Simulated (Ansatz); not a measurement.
# AlH₆NSSi₂: a ladder of functionals and wavefunction methods

One table from this session's results is given with a row withheld; the runs are named, their logs left out.

The runs use Ansatz 0.2.0, Gaussian basis; functionals in def2-TZVPP, the program's frozen cores in correlated methods.

The runs, in order: PBE-D4, r2SCAN-D4, PBE0-D4, B3LYP-D4, ωB97X-V, ωB97M-V, B2PLYP; CCSD(T)/def2-TZVPP; MP2/def2-QZVPP; extrapolation to the limit.

## The relaxed structure

An earlier PBE0-D4 in a triple-zeta def2 set relaxation fixed the geometry.

SMILES `[NH2][AlH][SiH]1[SiH2]S1`, 11 atoms, charge 0, spin multiplicity 1.

Atoms are counted from 1 here; the program's logs count them from 0.

Bond lengths: N1–Al2 1.762 Å, N1–H6 1.009 Å, N1–H7 1.007 Å, Al2–Si3 2.427 Å, Al2–H8 1.583 Å, Si3–Si4 2.262 Å, Si3–S5 2.190 Å, Si3–H9 1.489 Å, Si4–S5 2.136 Å, Si4–H10 1.482 Å, Si4–H11 1.483 Å. Angles: Al2–N1–H6 122.5°, Al2–N1–H7 126.7°, H6–N1–H7 110.8°, N1–Al2–Si3 111.3°, N1–Al2–H8 120.9°, Si3–Al2–H8 127.7°, Al2–Si3–Si4 118.4°, Al2–Si3–S5 110.6°, Al2–Si3–H9 123.6°, Si4–Si3–S5 57.3°, Si4–Si3–H9 115.1°, S5–Si3–H9 112.2°, Si3–Si4–S5 59.7°, Si3–Si4–H10 122.1°, Si3–Si4–H11 122.1°, S5–Si4–H10 115.2°, S5–Si4–H11 115.3°, H10–Si4–H11 111.6° and more.

The first run:

in.yaml

```yaml
crystal:
  periodic: [false, false, false]
  atoms:
    - {symbol: N, position_ang: [-2.305539, 0.308339, 0.172696]}
    - {symbol: Al, position_ang: [-1.259967, -0.791578, 1.067452]}
    - {symbol: Si, position_ang: [1.078786, -0.196769, 0.804829]}
    - {symbol: Si, position_ang: [1.886622, 0.090564, -1.288588]}
    - {symbol: S, position_ang: [1.270636, 1.775366, -0.128788]}
    - {symbol: H, position_ang: [-1.950325, 1.116241, -0.315728]}
    - {symbol: H, position_ang: [-3.306259, 0.245737, 0.080382]}
    - {symbol: H, position_ang: [-1.863605, -2.023730, 1.856578]}
    - {symbol: H, position_ang: [2.110682, -0.425150, 1.854166]}
    - {symbol: H, position_ang: [3.336814, 0.026977, -1.588606]}
    - {symbol: H, position_ang: [1.067455, -0.182995, -2.493793]}
basis:
  gaussian: {orbitals: def2-TZVPP}
hamiltonian: {xc: pbe, dispersion: d4}
output: {forces: true, orbitals: {seedname: orbitals}}
```

Launch:

```bash
ansatz run in.yaml --threads 4 --pin off --events-out ev --progress --plain --max-ram 10444MiB
```

Steps of the session up to this table: PBE-D4 (GGA); r2SCAN-D4 (meta-GGA); PBE0-D4 (hybrid); B3LYP-D4 (hybrid); ωB97X-V (range-separated); ωB97M-V (range-separated); B2PLYP (double hybrid); CCSD(T) in def2-TZVPP; MP2 in def2-QZVPP.

One of the session's tables, all rows but one given; the rest of the session is left out.

```
            method  atomisation energy (kJ/mol)
            PBE-D4                       3405.1
         r2SCAN-D4                       3396.4
           PBE0-D4                       3364.8
          B3LYP-D4                            ?
           ωB97X-V                       3419.3
           ωB97M-V                       3391.3
            B2PLYP                       3315.6
     HF/def2-TZVPP                       2387.8
    MP2/def2-TZVPP                       3294.1
   CCSD/def2-TZVPP                       3210.3
CCSD(T)/def2-TZVPP                       3268.1
           MP2/CBS                       3414.2
       CCSD(T)/CBS                       3388.2
```

Estimate the missing values for B3LYP-D4.

**Answer.** atomisation energy (kJ/mol): 3367.0. In the column «atomisation energy (kJ/mol)» it lies between PBE0-D4 (3364.8) and CCSD(T)/CBS (3388.2).

Caveats from the session: Free atoms (1 N, 1 Al, 2 Si, 1 S, 6 H) were run apart at each level; the atomisation energy is their sum less the molecule, without zero-point or spin-orbit terms.
